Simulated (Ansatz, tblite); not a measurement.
# In(phosphinine)H3 (C₅H₈InP): rung by rung

Aim: run the singlet of In(phosphinine)H3 (C₅H₈InP) at one geometry on many levels, and compare frontier levels, spin and run time.

Computed with Ansatz 0.2.0, Gaussian basis. Level: as each input shows.

The runs, in order: GFN1-xTB, GFN2-xTB, PBE-D4/def2-TZVP, r2SCAN-D4/def2-TZVP, B2PLYP/def2-TZVP, CAM-B3LYP-D4/def2-TZVP, PBE-QIDH/def2-TZVP, PBE-D4/def2-SVP, PBE0-D4/def2-SVP, CCSD(T)/def2-SVP, MP2/def2-TZVP, RPA/def2-TZVP.

3 further runs of the same task are left out: 3 set aside as unsound or not needed. Runs told in other sessions of the task aren't counted.

**1. The structure**

The geometry is that of the singlet, from an earlier relaxation (PBE0-D4/def2-SVP).

15 atoms, charge 0, spin multiplicity 1.

Bond lengths: In1–P2 2.800 Å, In1–H13 1.740 Å, In1–H14 1.739 Å, In1–H15 1.740 Å, P2–C3 1.725 Å, P2–C7 1.725 Å, C3–C4 1.392 Å, C3–H8 1.094 Å, C4–C5 1.396 Å, C4–H9 1.095 Å, C5–C6 1.396 Å, C5–H10 1.093 Å, C6–C7 1.392 Å, C6–H11 1.095 Å, C7–H12 1.094 Å. Angles: P2–In1–H13 94.2°, P2–In1–H14 94.6°, P2–In1–H15 96.8°, H13–In1–H14 119.7°, H13–In1–H15 118.9°, H14–In1–H15 119.1°, In1–P2–C3 128.4°, In1–P2–C7 128.4°, C3–P2–C7 103.2°, P2–C3–C4 123.3°, P2–C3–H8 117.4°, C4–C3–H8 119.3°, C3–C4–C5 123.5°, C3–C4–H9 118.3°, C5–C4–H9 118.2°, C4–C5–C6 123.1°, C4–C5–H10 118.4°, C6–C5–H10 118.4° and more.

In takes a core potential in the def2 sets. No spin-orbit coupling is included.

PBE0-D4/def2-TZVP was run before; its log isn't repeated, and its numbers join the tables.

**2. GFN1-xTB**

Tight binding, by tblite at 300 K electronic temperature and without a spin-polarisation term:

```python
tblite.interface.Calculator('GFN1-xTB', numbers, positions, charge=0, uhf=0).singlepoint()
```

Energy -517.0311 eV, HOMO -11.33 eV, LUMO -8.35 eV; 0.01 s.

**3. GFN2-xTB**

Tight binding, by tblite at 300 K electronic temperature and without a spin-polarisation term:

```python
tblite.interface.Calculator('GFN2-xTB', numbers, positions, charge=0, uhf=0).singlepoint()
```

Energy -501.8738 eV, HOMO -10.86 eV, LUMO -8.07 eV; 0.007 s.

**4. PBE-D4/def2-TZVP**

start.molden holds the orbitals of an earlier run on this state, given as this run's starting guess.

in.yaml

```yaml
crystal:
  periodic: [false, false, false]
  atoms:
    - {symbol: In, position_ang: [1.152885, 1.899715, -2.668606]}
    - {symbol: P, position_ang: [0.222325, 0.366761, -0.518328]}
    - {symbol: C, position_ang: [-1.293779, 0.473233, 0.296942]}
    - {symbol: C, position_ang: [-1.647702, -0.347877, 1.363183]}
    - {symbol: C, position_ang: [-0.814228, -1.340597, 1.882309]}
    - {symbol: C, position_ang: [0.461080, -1.605526, 1.379261]}
    - {symbol: C, position_ang: [1.027290, -0.910974, 0.314697]}
    - {symbol: H, position_ang: [-2.000522, 1.231772, -0.052773]}
    - {symbol: H, position_ang: [-2.631969, -0.207967, 1.821028]}
    - {symbol: H, position_ang: [-1.176617, -1.937456, 2.723145]}
    - {symbol: H, position_ang: [1.046741, -2.401951, 1.849042]}
    - {symbol: H, position_ang: [2.034471, -1.174388, -0.021982]}
    - {symbol: H, position_ang: [2.825742, 1.756683, -2.213469]}
    - {symbol: H, position_ang: [0.258066, 3.322605, -2.221905]}
    - {symbol: H, position_ang: [0.536205, 0.875967, -3.932545]}
basis:
  gaussian: {orbitals: def2-TZVP, initial_orbitals: start.molden}
hamiltonian: {xc: pbe, dispersion: d4}
scf: {omitted_lower_state_checks: [starts]}
output: {orbitals: {seedname: orbitals}}
```

Started as:

```bash
$ ansatz run in.yaml --threads 4 --pin off --events-out ev --progress --plain --max-ram 8704MiB
```

The log of the run:

```text
Functional definition: PBE
  name "PBE"
  cite "Perdew, Burke & Ernzerhof, Phys. Rev. Lett. 77, 3865 (1996) doi:10.1103/PhysRevLett.77.3865"
  parent pbe
  parameter kappa = 0.804
  parameter beta = 0.06672455060314922
  exchange = pbe_x(kappa = kappa, mu = beta*pi^2/3)
  correlation = pbe_c(beta = beta)
these checks for a lower state are left out or cut short: starts
1910 factors; their error is unknown
mean field evaluation 1: about -19767.4773 eV, gradient 1.2e1 eV
mean field evaluation 2: about -19767.6328 eV, gradient 1.8e-1 eV
mean field evaluation 4: about -19767.5832 eV, gradient 1.0e-3 eV
mean field -19767.58323789 eV, -726.4452850432 hartree, gradient 1.5e-5 eV, S^2 0.000000; 0 other end points of the search recorded, 0 dependent functions left out
reference -19767.58331024 eV, -726.4452877022 hartree; 37, 37 occupied and 253, 253 virtual orbitals, 1910 factors
Total energy: -19768.04331062 eV, -726.4621924042 hartree
Checks for a lower state left out: starts
```

Wall time 2 s (4 threads of Intel Xeon 6975P-C, shared host).

HOMO -6.21 eV, LUMO -2.96 eV.

**5. r2SCAN-D4/def2-TZVP**

in.yaml, as its differences from that of step 4:

```diff
@@ -20,4 +20,4 @@
   gaussian: {orbitals: def2-TZVP, initial_orbitals: start.molden}
-hamiltonian: {xc: pbe, dispersion: d4}
+hamiltonian: {xc: r2scan, dispersion: d4}
 scf: {omitted_lower_state_checks: [starts]}
-output: {orbitals: {seedname: orbitals}}
+output: {forces: true, orbitals: {seedname: orbitals}}
```

Same command.

The log of the run, shortened:

```text
Functional definition: r2SCAN
  name "r2SCAN"
  cite "Furness, Kaplan, Ning, Perdew & Sun, J. Phys. Chem. Lett. 11, 8208 (2020) doi:10.1021/acs.jpclett.0c02405"
  cite "Furness, Kaplan, Ning, Perdew & Sun, J. Phys. Chem. Lett. 11, 9248 (2020) doi:10.1021/acs.jpclett.0c03077"
  parent r2scan
[...]
1910 factors; their error is unknown
[...]
mean field -19777.08212618 eV, -726.7943627493 hartree, gradient 2.8e-5 eV, S^2 0.000000; 0 other end points of the search recorded, 0 dependent functions left out
[...]
reference -19777.08214874 eV, -726.7943635786 hartree; 37, 37 occupied and 253, 253 virtual orbitals, 1910 factors
Total energy: -19777.19855272 eV, -726.7986413457 hartree
Atom 0 at     1.152885     1.899715    -2.668606 Å, force    -0.033002    -0.067234     0.076585 eV/Å
Atom 1 at     0.222325     0.366761    -0.518328 Å, force    -0.022244    -0.028584     0.041936 eV/Å
[...]
Atom 6 at     1.027290    -0.910974     0.314697 Å, force     0.106763    -0.066731     0.004873 eV/Å
Atom 7 at    -2.000522     1.231772    -0.052773 Å, force     0.191976    -0.210668     0.101174 eV/Å
Atom 8 at    -2.631969    -0.207967     1.821028 Å, force     0.246546    -0.040596    -0.108442 eV/Å
Atom 9 at    -1.176617    -1.937456     2.723145 Å, force     0.098016     0.161246    -0.228867 eV/Å
Atom 10 at     1.046741    -2.401951     1.849042 Å, force    -0.151480     0.197186    -0.111707 eV/Å
Atom 11 at     2.034471    -1.174388    -0.021982 Å, force    -0.277527     0.069279     0.097540 eV/Å
Atom 12 at     2.825742     1.756683    -2.213469 Å, force    -0.113403     0.017964    -0.044783 eV/Å
Atom 13 at     0.258066     3.322605    -2.221905 Å, force     0.065683    -0.095930    -0.043335 eV/Å
Atom 14 at     0.536205     0.875967    -3.932545 Å, force     0.051288     0.089955     0.084728 eV/Å
Dipole moment:    -0.374890    -0.614805     0.863370 e Å
Checks for a lower state left out: starts
```

It took 4.3 s on 4 threads of Intel Xeon 6975P-C, shared host.

From the report: HOMO -6.46 eV, LUMO -2.88 eV.

**6. B2PLYP/def2-TZVP**

in.yaml, as its differences from that of step 5:

```diff
@@ -20,4 +20,3 @@
   gaussian: {orbitals: def2-TZVP, initial_orbitals: start.molden}
-hamiltonian: {xc: r2scan, dispersion: d4}
+hamiltonian: {xc: {name: B2PLYP}}
 scf: {omitted_lower_state_checks: [starts]}
-output: {forces: true, orbitals: {seedname: orbitals}}
```

The command is unchanged.

The log of the run, shortened:

```text
Functional definition: B2PLYP
  name "B2PLYP"
  cite "Grimme, J. Chem. Phys. 124, 034108 (2006) doi:10.1063/1.2148954"
  cite "Becke, Phys. Rev. A 38, 3098 (1988) doi:10.1103/PhysRevA.38.3098"
  cite "Lee, Yang & Parr, Phys. Rev. B 37, 785 (1988) doi:10.1103/PhysRevB.37.785"
[...]
2093 factors; integrals over basis functions are off by at most 1.0e-3 eV
[...]
mean field -19753.66915408 eV, -725.9339518946 hartree, gradient 1.6e-6 eV, S^2 0.000000; 0 other end points of the search recorded, 0 dependent functions left out
14 core orbitals not correlated: weight in the atoms' cores, before any rotation towards them, 1.000 or more for the frozen orbitals, at most 0.000 for the correlated occupied ones
reference -19753.66939002 eV, -725.9339605651 hartree; 23, 23 occupied and 253, 253 virtual orbitals, 2093 factors
second order -40.84463931 eV of doubles, -0.00000000 eV of singles
Total energy: -19764.69744263 eV, -726.3392340236 hartree
Checks for a lower state left out: starts
```

Run time: 6.5 s. Hardware: 4 threads of Intel Xeon 6975P-C, shared host; peak memory 1.1 GiB.

**7. CAM-B3LYP-D4/def2-TZVP**

in.yaml, as its differences from that of step 6:

```diff
@@ -20,3 +20,4 @@
   gaussian: {orbitals: def2-TZVP, initial_orbitals: start.molden}
-hamiltonian: {xc: {name: B2PLYP}}
+hamiltonian: {xc: {name: CAM-B3LYP}, dispersion: d4}
 scf: {omitted_lower_state_checks: [starts]}
+output: {orbitals: {seedname: orbitals}}
```

Launched as before.

The log of the run, shortened:

```text
Functional definition: CAM-B3LYP
  name "CAM-B3LYP"
  cite "Yanai, Tew & Handy, Chem. Phys. Lett. 393, 51 (2004) doi:10.1016/j.cplett.2004.06.011"
  cite "Iikura, Tsuneda, Yanai & Hirao, J. Chem. Phys. 115, 3540 (2001) doi:10.1063/1.1383587"
  cite "Becke, Phys. Rev. A 38, 3098 (1988) doi:10.1103/PhysRevA.38.3098"
  cite "Lee, Yang & Parr, Phys. Rev. B 37, 785 (1988) doi:10.1103/PhysRevB.37.785"
  cite "Vosko, Wilk & Nusair, Can. J. Phys. 58, 1200 (1980) doi:10.1139/p80-159"
[...]
  # Exact exchange under (alpha + beta erf(omega r))/r, Becke's under what is left of 1/r.
[...]
1999 factors; their error is unknown
535 factors; integrals over basis functions are off by at most 1.1e-5 eV
[...]
mean field -19775.38143714 eV, -726.7318635800 hartree, gradient 1.1e-5 eV, S^2 0.000000; 0 other end points of the search recorded, 0 dependent functions left out
reference -19775.38162033 eV, -726.7318703122 hartree; 37, 37 occupied and 253, 253 virtual orbitals, 1999 factors
Total energy: -19775.78555905 eV, -726.7467147860 hartree
Checks for a lower state left out: starts
```

Wall time 4.2 s (4 threads of Intel Xeon 6975P-C, shared host); peak memory 1.3 GiB.

HOMO -8.58 eV, LUMO -1.14 eV.

**8. PBE-QIDH/def2-TZVP**

in.yaml, as its differences from that of step 7:

```diff
@@ -20,4 +20,3 @@
   gaussian: {orbitals: def2-TZVP, initial_orbitals: start.molden}
-hamiltonian: {xc: {name: CAM-B3LYP}, dispersion: d4}
+hamiltonian: {xc: {name: PBE-QIDH}}
 scf: {omitted_lower_state_checks: [starts]}
-output: {orbitals: {seedname: orbitals}}
```

Same command.

The log of the run, shortened:

```text
Functional definition: PBE-QIDH
  name "PBE-QIDH"
  cite "Brémond, Sancho-García, Pérez-Jiménez & Adamo, J. Chem. Phys. 141, 031101 (2014) doi:10.1063/1.4890314"
  cite "Perdew, Burke & Ernzerhof, Phys. Rev. Lett. 77, 3865 (1996) doi:10.1103/PhysRevLett.77.3865"
[...]
2093 factors; integrals over basis functions are off by at most 1.0e-3 eV
[...]
mean field -19747.22836089 eV, -725.6972571106 hartree, gradient 1.3e-6 eV, S^2 0.000000; 0 other end points of the search recorded, 0 dependent functions left out
14 core orbitals not correlated: weight in the atoms' cores, before any rotation towards them, 1.000 or more for the frozen orbitals, at most 0.000 for the correlated occupied ones
reference -19747.22838205 eV, -725.6972578883 hartree; 23, 23 occupied and 253, 253 virtual orbitals, 2093 factors
second order -37.82389986 eV of doubles, -0.00000000 eV of singles
Total energy: -19759.83634867 eV, -726.1605921156 hartree
Checks for a lower state left out: starts
```

Wall time 7 s (4 threads of Intel Xeon 6975P-C, shared host); peak memory 1.1 GiB.

**9. PBE-D4/def2-SVP**

in.yaml, as its differences from that of step 8:

```diff
@@ -19,4 +19,5 @@
 basis:
-  gaussian: {orbitals: def2-TZVP, initial_orbitals: start.molden}
-hamiltonian: {xc: {name: PBE-QIDH}}
+  gaussian: {orbitals: def2-SVP, initial_orbitals: start.molden}
+hamiltonian: {xc: pbe, dispersion: d4}
 scf: {omitted_lower_state_checks: [starts]}
+output: {orbitals: {seedname: orbitals}}
```

Launched as before.

The log of the run:

```text
Functional definition: PBE
  name "PBE"
  cite "Perdew, Burke & Ernzerhof, Phys. Rev. Lett. 77, 3865 (1996) doi:10.1103/PhysRevLett.77.3865"
  parent pbe
  parameter kappa = 0.804
  parameter beta = 0.06672455060314922
  exchange = pbe_x(kappa = kappa, mu = beta*pi^2/3)
  correlation = pbe_c(beta = beta)
these checks for a lower state are left out or cut short: starts
1777 factors; their error is unknown
mean field evaluation 1: about -19758.1416 eV, gradient 2.9e1 eV
mean field evaluation 2: about -19758.5113 eV, gradient 5.4e-1 eV
mean field evaluation 4: about -19758.4406 eV, gradient 3.1e-1 eV
mean field evaluation 8: about -19758.4408 eV, gradient 1.8e-5 eV
mean field -19758.44082553 eV, -726.1093075861 hartree, gradient 1.8e-5 eV, S^2 0.000000; 0 other end points of the search recorded, 0 dependent functions left out
reference -19758.44088371 eV, -726.1093097241 hartree; 37, 37 occupied and 117, 117 virtual orbitals, 1777 factors
Total energy: -19758.90088409 eV, -726.1262144261 hartree
Checks for a lower state left out: starts
```

Run time: 1.1 s. Hardware: 4 threads of Intel Xeon 6975P-C, shared host.

Report: HOMO -6.14 eV, LUMO -2.89 eV.

**10. PBE0-D4/def2-SVP**

in.yaml, as its differences from that of step 9:

```diff
@@ -20,3 +20,3 @@
   gaussian: {orbitals: def2-SVP, initial_orbitals: start.molden}
-hamiltonian: {xc: pbe, dispersion: d4}
+hamiltonian: {xc: pbe0, dispersion: d4}
 scf: {omitted_lower_state_checks: [starts]}
```

Same command.

The log of the run:

```text
Functional definition: PBE0
  name "PBE0"
  cite "Adamo & Barone, J. Chem. Phys. 110, 6158 (1999) doi:10.1063/1.478522"
  cite "Perdew, Burke & Ernzerhof, Phys. Rev. Lett. 77, 3865 (1996) doi:10.1103/PhysRevLett.77.3865"
  parent pbe
  parameter a = 0.25
  parameter kappa = 0.804
  parameter beta = 0.06672455060314922
  exchange = (1 - a)*pbe_x(kappa = kappa, mu = beta*pi^2/3) + a*exact_x
  correlation = pbe_c(beta = beta)
these checks for a lower state are left out or cut short: starts
1833 factors; their error is unknown
mean field evaluation 1: about -19759.5103 eV, gradient 2.9e1 eV
mean field evaluation 2: about -19759.7575 eV, gradient 3.3e-1 eV
mean field evaluation 4: about -19759.9212 eV, gradient 7.0e-4 eV
mean field -19759.92121077 eV, -726.1637107401 hartree, gradient 2.6e-5 eV, S^2 0.000000; 0 other end points of the search recorded, 0 dependent functions left out
reference -19759.92125555 eV, -726.1637123858 hartree; 37, 37 occupied and 117, 117 virtual orbitals, 1833 factors
Total energy: -19760.31462786 eV, -726.1781685515 hartree
Checks for a lower state left out: starts
```

Run time: 1.5 s. Hardware: 4 threads of Intel Xeon 6975P-C, shared host.

HOMO -7.25 eV, LUMO -2.15 eV.

**11. CCSD(T)/def2-SVP**

in.yaml, as its differences from that of step 10:

```diff
@@ -20,3 +20,3 @@
   gaussian: {orbitals: def2-SVP, initial_orbitals: start.molden}
-hamiltonian: {xc: pbe0, dispersion: d4}
+correlation: {method: ccsd_t}
 scf: {omitted_lower_state_checks: [starts]}
```

The command is unchanged.

The log of the run, shortened:

```text
Functional definition: HF
  name "HF"
  cite "Fock, Z. Phys. 61, 126 (1930) doi:10.1007/BF01340294"
  parent pbe
[...]
1642 factors; integrals over basis functions are off by at most 1.1e-3 eV
[...]
mean field -19691.14603939 eV, -723.6362698093 hartree, gradient 2.6e-6 eV, S^2 0.000000; 0 other end points of the search recorded, 0 dependent functions left out; unrestricted orbitals would lower it
14 core orbitals not correlated: weight in the atoms' cores, before any rotation towards them, 1.000 or more for the frozen orbitals, at most 0.000 for the correlated occupied ones
reference -19691.14603939 eV, -723.6362698093 hartree; 23, 23 occupied and 117, 117 virtual orbitals, 1642 factors
second order -23.83965925 eV of doubles, -0.00000000 eV of singles
cycle   1  -24.48243751 eV  change   -6.4e-1 eV  update   1.4e-1
[...]
cycle   9  -25.49803779 eV  change   -4.9e-6 eV  update   4.1e-5
perturbative correction -1.15036984 eV, -0.0422753120 hartree
Total energy: -19717.79444703 eV, -724.6155807271 hartree
Checks for a lower state left out: starts
```

It took 15 s on 4 threads of Intel Xeon 6975P-C, shared host; peak memory 1.6 GiB.

Hartree-Fock HOMO -9.48 eV, LUMO 1.13 eV; T1 0.011. Doubts: restricted state is unstable towards broken spin symmetry.

**12. MP2/def2-TZVP**

in.yaml, as its differences from that of step 11:

```diff
@@ -19,4 +19,4 @@
 basis:
-  gaussian: {orbitals: def2-SVP, initial_orbitals: start.molden}
-correlation: {method: ccsd_t}
+  gaussian: {orbitals: def2-TZVP, initial_orbitals: start.molden}
+correlation: {method: mp2}
 scf: {omitted_lower_state_checks: [starts]}
```

Same command.

The log of the run, shortened:

```text
Functional definition: HF
  name "HF"
  cite "Fock, Z. Phys. 61, 126 (1930) doi:10.1007/BF01340294"
  parent pbe
[...]
2093 factors; integrals over basis functions are off by at most 1.0e-3 eV
[...]
mean field -19700.25945351 eV, -723.9711816010 hartree, gradient 2.4e-6 eV, S^2 0.000000; 0 other end points of the search recorded, 0 dependent functions left out; unrestricted orbitals would lower it
14 core orbitals not correlated: weight in the atoms' cores, before any rotation towards them, 1.000 or more for the frozen orbitals, at most 0.000 for the correlated occupied ones
reference -19700.25945351 eV, -723.9711816010 hartree; 23, 23 occupied and 253, 253 virtual orbitals, 2093 factors
second order -33.31937122 eV of doubles, -0.00000000 eV of singles
Total energy: -19733.57882473 eV, -725.1956459088 hartree
Checks for a lower state left out: starts
```

It took 5.5 s on 4 threads of Intel Xeon 6975P-C, shared host; peak memory 1 GiB.

From the report: Hartree-Fock HOMO -9.43 eV, LUMO 1.04 eV. Doubts: restricted state is unstable towards broken spin symmetry.

**13. RPA/def2-TZVP**

in.yaml, as its differences from that of step 12:

```diff
@@ -20,4 +20,4 @@
   gaussian: {orbitals: def2-TZVP, initial_orbitals: start.molden}
-correlation: {method: mp2}
+hamiltonian: {xc: pbe}
+correlation: {method: rpa}
 scf: {omitted_lower_state_checks: [starts]}
-output: {orbitals: {seedname: orbitals}}
```

Launched as before.

The log of the run, shortened:

```text
Functional definition: PBE
  name "PBE"
  cite "Perdew, Burke & Ernzerhof, Phys. Rev. Lett. 77, 3865 (1996) doi:10.1103/PhysRevLett.77.3865"
  parent pbe
[...]
2093 factors; integrals over basis functions are off by at most 1.0e-3 eV
[...]
mean field -19767.58314521 eV, -726.4452816372 hartree, gradient 1.2e-6 eV, S^2 0.000000; 0 other end points of the search recorded, 0 dependent functions left out
14 core orbitals not correlated: weight in the atoms' cores, before any rotation towards them, 1.000 or more for the frozen orbitals, at most 0.000 for the correlated occupied ones
reference -19698.02464608 eV, -723.8890539429 hartree; 23, 23 occupied and 253, 253 virtual orbitals, 2093 factors
Total energy: -19750.88429986 eV, -725.8316103895 hartree
Checks for a lower state left out: starts
```

Wall time 7.5 s (4 threads of Intel Xeon 6975P-C, shared host); peak memory 1.1 GiB.

**14. Levels side by side**

```
                 level  functions  HOMO (eV)  LUMO (eV)  gap (eV)   time
       PBE-D4/def2-SVP        154      -6.14      -2.89      3.24  1.1 s
      PBE-D4/def2-TZVP        290      -6.21      -2.96      3.25    2 s
   r2SCAN-D4/def2-TZVP        290      -6.46      -2.88      3.58  4.3 s
      PBE0-D4/def2-SVP        154      -7.25      -2.15      5.11  1.5 s
     PBE0-D4/def2-TZVP        290      -7.30      -2.19      5.12  3.6 s
CAM-B3LYP-D4/def2-TZVP        290      -8.58      -1.14      7.44  4.2 s
```

Energy pieces by basis (eV):

```
    basis           HF  MP2 correlation  CCSD correlation      (T)              total
 def2-SVP  -19691.1460         -23.8397          -25.4980  -1.1504        -19717.7944
def2-TZVP  -19700.2595         -33.3194                             -19733.5788 (MP2)
```

The correlation energy is far from converged in these sets, so it jumps between bases; where outer-core shells are correlated, the sets cover them unevenly.

**15. Binding energy**

Free atoms were run apart at each level; binding is atoms less cluster, divided by the number of atoms, without zero-point or spin-orbit terms.

Differences are taken before rounding.

```
                method  binding an atom (eV)  from CCSD(T)/def2-SVP (eV)   time
           HF/def2-SVP                 2.925                      -0.876       
          HF/def2-TZVP                 2.885                      -0.915       
       PBE-D4/def2-SVP                 4.138                      +0.338  1.1 s
      PBE-D4/def2-TZVP                 4.109                      +0.309    2 s
   r2SCAN-D4/def2-TZVP                 4.019                      +0.218  4.3 s
      PBE0-D4/def2-SVP                 4.066                      +0.266  1.5 s
     PBE0-D4/def2-TZVP                 4.036                      +0.236  3.6 s
CAM-B3LYP-D4/def2-TZVP                 4.006                      +0.205  4.2 s
          MP2/def2-SVP                 3.858                      +0.057       
         MP2/def2-TZVP                 3.908                      +0.108  5.5 s
         CCSD/def2-SVP                 3.738                      -0.062       
      CCSD(T)/def2-SVP                 3.800                           0   15 s
```

Among the levels timed on like hardware and quicker than the yardstick, those that no quicker one beats, quickest first: PBE-D4/def2-SVP (1.1 s, +0.338 eV); PBE0-D4/def2-SVP (1.5 s, +0.266 eV); PBE0-D4/def2-TZVP (3.6 s, +0.236 eV); CAM-B3LYP-D4/def2-TZVP (4.2 s, +0.205 eV); MP2/def2-TZVP (5.5 s, +0.108 eV).

**16. Results**

```
                                                 quantity                                     value
gap in def2-TZVP, named functionals, smallest and largest  3.25 eV (PBE-D4), 7.44 eV (CAM-B3LYP-D4)
                     correlation energy, CCSD(T)/def2-SVP                                 -26.65 eV
                        correlation energy, MP2/def2-TZVP                                 -33.32 eV
                        binding an atom, CCSD(T)/def2-SVP                                  3.800 eV
          PBE0 total energy, smallest basis above largest             9.00 eV (def2-SVP, def2-TZVP)
```

Orbital gaps of the named functionals in def2-TZVP span 3.25 eV (PBE-D4) to 7.44 eV (CAM-B3LYP-D4); exact exchange widens it. The functionals in def2-TZVP miss CCSD(T)/def2-SVP by +0.205 (CAM-B3LYP-D4) to +0.309 eV (PBE-D4) an atom. The yardstick is in a double-zeta basis, so levels in larger sets aren't compared like for like. CCSD(T)/def2-SVP isn't at the basis-set limit; small misses against it rank nothing.

For cost: MP2/def2-TZVP gets within 0.108 eV in 5.5 s, where CCSD(T)/def2-SVP took 15 s; the quickest level in the cost chart, PBE-D4/def2-SVP, takes 1.1 s and misses by 0.338 eV. The slowest run with a step of its own, CCSD(T)/def2-SVP, took 15 s; the quickest functional in def2-TZVP took 2 s (shared host).
